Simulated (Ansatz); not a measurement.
# Ta2NbO2: the cost of one run

Method: DFT PBE, scalar-relativistic, plane waves, PAW, in Ansatz 0.2.0.

## 1. Starting point

It takes space group I4/mmm (No. 139, tetragonal). Conventional cell: a = 3.678 Å, b = 3.678 Å, c = 9.432 Å, α = 90.00°, β = 90.00°, γ = 90.00°. Around Ta (site symmetry 4mm) lie 1 Ta at 2.02 Å and 4 O at 2.28 Å. Nb (site symmetry 4/mmm) is surrounded by 8 Ta at 2.79 Å and 8 O at 2.99 Å. O (site symmetry -4m2) is surrounded by 4 Ta at 2.28 Å and 4 Nb at 2.99 Å.

Coordinates:

```cif
data_structure
_symmetry_space_group_name_H-M 'I4/mmm'
_symmetry_Int_Tables_number 139
_cell_length_a 3.6777
_cell_length_b 3.6777
_cell_length_c 9.4322
_cell_angle_alpha 90.000
_cell_angle_beta 90.000
_cell_angle_gamma 90.000
_cell_volume 127.58
loop_
_atom_site_label
_atom_site_type_symbol
_atom_site_symmetry_multiplicity
_atom_site_Wyckoff_symbol
_atom_site_fract_x
_atom_site_fract_y
_atom_site_fract_z
_atom_site_occupancy
Ta1 Ta 4 e 0.50000 0.50000 0.10710 1
Nb1 Nb 2 a 0.00000 0.00000 0.00000 1
O1 O 4 d 0.00000 0.50000 0.25000 1
```

The cell is invented: species swapped into a database cell of GdSi2Ag2 (I4/mmm, No. 139), with Nb on the Gd sites, Ta on the Si sites and O on the Ag sites. The dimensions are guesses.

## 2. The guess as it stands, on a coarse mesh

The input, input.yaml:

```yaml
crystal:
  lattice:
    - [-1.83886733, 1.83886733, 4.7160805]
    - [1.83886733, -1.83886733, 4.7160805]
    - [1.83886733, 1.83886733, -4.7160805]
  atoms:
    - { symbol: Ta, position: [0.60710239, 0.60710239, 0.0] }
    - { symbol: Ta, position: [0.39289761, 0.39289761, 0.0] }
    - { symbol: Nb, position: [0.0, 0.0, 0.0] }
    - { symbol: O, position: [0.75, 0.25, 0.5] }
    - { symbol: O, position: [0.25, 0.75, 0.5] }
basis:
  ecutwfc: 420
kpoints:
  mp_grid: { grid: [6, 6, 6] }
hamiltonian:
  xc: pbe
scf:
  occupations: { method: gaussian, width: 0.1 }
  lower_state_search: "off"
output:
  forces: true
  stress: true
  eigenvalues: true
```

Command:

```
> ansatz run input.yaml --threads 1 --pin off --max-ram 2560MiB --backend cpu --events-out ev --progress --plain --runs-dir out
```

**Question.** How long does this run take on 1 thread of Intel Xeon Platinum 8223CL at 3.00GHz (Skylake/Cascade Lake), shared host, and how much memory does it need?

About 2.9 s, with a peak of 0.4 GiB.
